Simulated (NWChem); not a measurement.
# SnH3 (SMILES [SnH3]) at UB3LYP/def2-SVPD (core potential)

Aim: the vertical ionisation energy of SnH3 at UB3LYP/def2-SVPD (core potential), from 2 runs. 

Program for the calculation: NWChem 7.3.0.

### Step 1. Starting point

SnH3 has 4 atoms, charge 0, and is taken as a doublet. SMILES: `[SnH3]`. The shape is that of a PBE0-D4/def2-TZVP optimisation.

Bond lengths: Sn1–H2 1.715 Å, Sn1–H3 1.715 Å, Sn1–H4 1.715 Å. Angles: H2–Sn1–H3 109.6°, H2–Sn1–H4 109.6°, H3–Sn1–H4 109.6°.

### Step 2. A single-point energy at UB3LYP/def2-SVPD (core potential)

Contents of h3sn.nw:

```
start h3sn
memory 2200 mb
geometry noautosym nocenter noautoz
  Sn     0.280200    -0.211600    -0.271700
  H      1.055200     0.011000     1.241700
  H     -1.125000    -1.172200    -0.064000
  H     -0.154900     1.312500    -0.926300
end
basis spherical bse
  Sn library def2-SVPD
  H library def2-SVPD
end
ecp bse
  Sn library def2-SVPD
end
dft
  xc b3lyp
  mult 2
  grid fine
  convergence energy 1e-08
  iterations 100
  mulliken
  noprint "final vectors analysis"
end
task dft
```

Launch:

```console
$ nwchem h3sn.nw > h3sn.out
```

The log of the run:

```text
[...]
          Wavefunction type:  spin polarized.
          No. of atoms     :     4
          No. of electrons :    25
[...]
          Charge           :     0
          Spin multiplicity:     2
[...]
          AO basis - number of functions:    56
[...]
              XC Information
              --------------
                         B3LYP Method XC Potential
                     Hartree-Fock (Exact) Exchange  0.200
                        Slater Exchange Functional  0.800 local
                    Becke 1988 Exchange Functional  0.720 non-local
              Lee-Yang-Parr Correlation Functional  0.810
                  VWN I RPA Correlation Functional  0.190 local
[...]
 d= 0,ls=0.0,diis     1   -216.0950023420 -2.37D+02  6.77D-03  1.70D-02     0.8
[...]
 d= 0,ls=0.0,diis     7   -216.1095950583 -2.41D-09  5.80D-07  1.30D-10     4.4
[...]
         Total DFT energy =     -216.109595058269
      One electron energy =     -419.486144802663
           Coulomb energy =      201.626459604608
    Exchange-Corr. energy =      -19.183310337311
 Nuclear repulsion energy =       20.933400477097
[...]
      Total Density - Mulliken Population Analysis
     ---------------------------------------------
    Atom       Charge   Shell Charges
 -----------   ------   -------------------------------------------------------
    1 Sn  22    22.09   0.43  1.60  1.17  0.40  0.01  2.77  3.24  1.50  0.88  9.70  0.39  0.02
    2 H    1     0.97   0.69  0.27  0.01 -0.01
    3 H    1     0.97   0.69  0.27  0.01 -0.01
    4 H    1     0.97   0.69  0.27  0.01 -0.01
[...]
      <S2> =      0.7510 (Exact =     0.7500)
[...]
```

It took 5.1 s on 1 thread of AMD EPYC 9R14 (Zen 4), shared host; peak memory 0.11 GiB.

### Step 3. The singlet cation

Contents of h3sn.nw:

```
start h3sn
title "H3Sn energy"
memory stack 880 mb heap 220 mb global 1100 mb
charge 1
geometry units angstrom noautosym nocenter noautoz
   Sn       0.280200      -0.211600      -0.271700
   H        1.055200       0.011000       1.241700
   H       -1.125000      -1.172200      -0.064000
   H       -0.154900       1.312500      -0.926300
end
basis spherical bse
   * library def2-SVPD
end
ecp bse
   Sn library def2-SVPD
end
dft
   xc b3lyp
   grid fine
   convergence energy 1e-08
   iterations 100
   mulliken
   noprint "final vectors analysis"
end
task dft energy
```

Launch:

```console
$ nwchem h3sn.nw > h3sn.out
```

The log of the run:

```text
[...]
          Wavefunction type:  closed shell.
          No. of atoms     :     4
          No. of electrons :    24
[...]
          Charge           :     1
          Spin multiplicity:     1
[...]
          AO basis - number of functions:    56
[...]
              XC Information
              --------------
                         B3LYP Method XC Potential
                     Hartree-Fock (Exact) Exchange  0.200
                        Slater Exchange Functional  0.800 local
                    Becke 1988 Exchange Functional  0.720 non-local
              Lee-Yang-Parr Correlation Functional  0.810
                  VWN I RPA Correlation Functional  0.190 local
[...]
 d= 0,ls=0.0,diis     1   -215.7332481645 -2.37D+02  2.13D-02  8.22D-01     0.7
[...]
 d= 0,ls=0.0,diis     7   -215.7989180044 -1.08D-09  1.57D-07  2.46D-11     3.2
         Total DFT energy =     -215.798918004410
      One electron energy =     -412.511514514958
           Coulomb energy =      194.701139363790
    Exchange-Corr. energy =      -18.921943330339
 Nuclear repulsion energy =       20.933400477097
[...]
      Total Density - Mulliken Population Analysis
     ---------------------------------------------
    Atom       Charge   Shell Charges
 -----------   ------   -------------------------------------------------------
    1 Sn  22    21.30   0.43  1.60  1.26  0.25  0.01  2.76  3.25  1.29  0.38  9.71  0.36  0.01
    2 H    1     0.90   0.65  0.24  0.01 -0.01
    3 H    1     0.90   0.65  0.24  0.01 -0.01
    4 H    1     0.90   0.65  0.24  0.01 -0.01
[...]
```

Run time: 3.9 s. Hardware: 1 thread of AMD EPYC 9R14 (Zen 4), shared host; peak memory 0.11 GiB.

### Step 4. Outcome

Level: UB3LYP/def2-SVPD (core potential).

| quantity | value |
| --- | --- |
| doublet SnH3: total energy | -216.10960 Eh |
| doublet SnH3: dipole moment | 0.35 D |
| doublet SnH3: ⟨S²⟩ | 0.751 |
| singlet cation: total energy | -215.79892 Eh |
| vertical ionisation energy (to the singlet cation) | 8.454 eV |

In words: Removing an electron at fixed nuclei costs 8.45 eV (816 kJ/mol). Only the singlet of the ionised species was computed; a triplet could lie lower.
